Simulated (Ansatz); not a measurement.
**CH5ClSi2: how energies converge with the basis set**

One table from this session's results is given with a row withheld; the runs are named, their logs left out.

The runs use Ansatz 0.2.0, Gaussian basis; one geometry, several basis sets.

Levels to be run: PBE0-D4/def2-SVP; ωB97M-V/def2-SVP; PBE0-D4/def2-QZVPP; ωB97M-V/def2-QZVPP; the functionals' def2-TZVPP values are taken from earlier runs.

### Structure used throughout

An earlier PBE0-D4 in a triple-zeta def2 set relaxation fixed the geometry.

SMILES `Cl[SiH]1C[SiH2]1`, 9 atoms, charge 0, spin multiplicity 1.

Atoms are counted from 1 here; the program's logs count them from 0.

Bond lengths: Cl1–Si2 2.051 Å, Si2–C3 1.877 Å, Si2–Si4 2.242 Å, Si2–H5 1.479 Å, C3–Si4 1.912 Å, C3–H6 1.089 Å, C3–H7 1.089 Å, Si4–H8 1.481 Å, Si4–H9 1.482 Å. Angles: Cl1–Si2–C3 116.2°, Cl1–Si2–Si4 122.3°, Cl1–Si2–H5 109.9°, C3–Si2–Si4 54.4°, C3–Si2–H5 117.3°, Si4–Si2–H5 124.7°, Si2–C3–Si4 72.6°, Si2–C3–H6 117.6°, Si2–C3–H7 117.1°, Si4–C3–H6 118.4°, Si4–C3–H7 115.2°, H6–C3–H7 111.2°, Si2–Si4–C3 53.0°, Si2–Si4–H8 121.4°, Si2–Si4–H9 122.5°, C3–Si4–H8 115.2°, C3–Si4–H9 116.9°, H8–Si4–H9 113.2°.

The first run:

Input file in.yaml:

```yaml
crystal:
  periodic: [false, false, false]
  atoms:
    - {symbol: Cl, position_ang: [-0.980948, -0.129348, -2.673052]}
    - {symbol: Si, position_ang: [-0.561216, 0.652069, -0.823589]}
    - {symbol: C, position_ang: [1.004819, 0.030968, 0.003527]}
    - {symbol: Si, position_ang: [-0.476947, -0.616149, 1.023606]}
    - {symbol: H, position_ang: [-0.790309, 2.113227, -0.831510]}
    - {symbol: H, position_ang: [1.662653, 0.769806, 0.457904]}
    - {symbol: H, position_ang: [1.574951, -0.733152, -0.522742]}
    - {symbol: H, position_ang: [-0.693134, -2.079979, 0.964814]}
    - {symbol: H, position_ang: [-0.651371, -0.053743, 2.383943]}
basis:
  gaussian: {orbitals: def2-SVP}
hamiltonian: {xc: pbe0, dispersion: d4}
output: {orbitals: {seedname: orbitals}}
```

The run is started by

```bash
$ ansatz run in.yaml --threads 2 --pin off --events-out ev --progress --plain --max-ram 4352MiB
```

Among the steps run: PBE0-D4 in def2-SVP; ωB97M-V in def2-SVP; PBE0-D4 in def2-QZVPP; ωB97M-V in def2-QZVPP.

One table of the session follows, with a row left open; its other results are not shown here.

It belongs to the step «Functionals by basis». 

| functional | basis | HOMO (eV) |
| --- | --- | --- |
| PBE0-D4 | def2-SVP | -6.84 |
| PBE0-D4 | def2-TZVPP | -6.84 |
| PBE0-D4 | def2-QZVPP | ? |
| ωB97M-V | def2-SVP | -8.79 |
| ωB97M-V | def2-TZVPP | -8.83 |
| ωB97M-V | def2-QZVPP | -8.85 |

Estimate the missing values for PBE0-D4, def2-QZVPP.

The run gave: HOMO (eV): -6.85. In the column «HOMO (eV)» it lies between ωB97M-V, def2-SVP (-8.79) and PBE0-D4, def2-SVP (-6.84).
